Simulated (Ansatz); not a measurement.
## Ir4W in Ansatz: the effect of functional

Crystal: Ir4W.

```xyz
5
Lattice="1.3778 0.7955 11.3106 -1.3778 0.7955 11.3106 0.0000 -1.5910 11.3106" Properties=species:S:1:pos:R:3 pbc="T T T"
Ir    0.0000    0.0000   13.5614
Ir    0.0000    0.0000   27.1728
Ir    0.0000    0.0000    6.7589
Ir    0.0000    0.0000   20.3703
W     0.0000    0.0000    0.0000
```

The cell comes from a database or a generator and needn't be the stable form of this composition.

Alike in all runs:

| Item | Value |
| --- | --- |
| Program | Ansatz 0.2.0 |
| Task | band structure |
| Potentials or basis | Ansatz PAW |
| k mesh | 11 × 11 × 11 |
| Occupations | fermi-dirac, width 0.05 eV |
| Spin | no spin polarisation |

| functional | cutoff | pressure (GPa) | largest force (eV/Å) |
| --- | --- | --- | --- |
| LDA | 420 eV (not typed: the program's choice for these potentials) | -17.4 | 0.06 |
| PBE | 420 eV (not typed: the program's choice for these potentials) | -1.4 | 0.02 |
| PBEsol | 420 eV (not typed: the program's choice for these potentials) | -11.9 | 0.03 |
| RPBE | 420 eV (not typed: the program's choice for these potentials) | ? | ? |
| revPBE | 420 eV (not typed: the program's choice for these potentials) | 1.5 | 0.02 |
| BLYP | 420 eV (not typed: the program's choice for these potentials) | 13.6 | 0.09 |
| r2SCAN | 500 eV (not typed: the program's choice for these potentials) | -8.2 | 0.06 |

Problem. What does the run with functional RPBE give?

Solution. Pressure 2.6 GPa; largest force 0.03 eV/Å.

Caveats: the PAW data sets come from PBE, with cores solved anew for the run's functional, which leaves a small shift of forces and pressure (some runs).
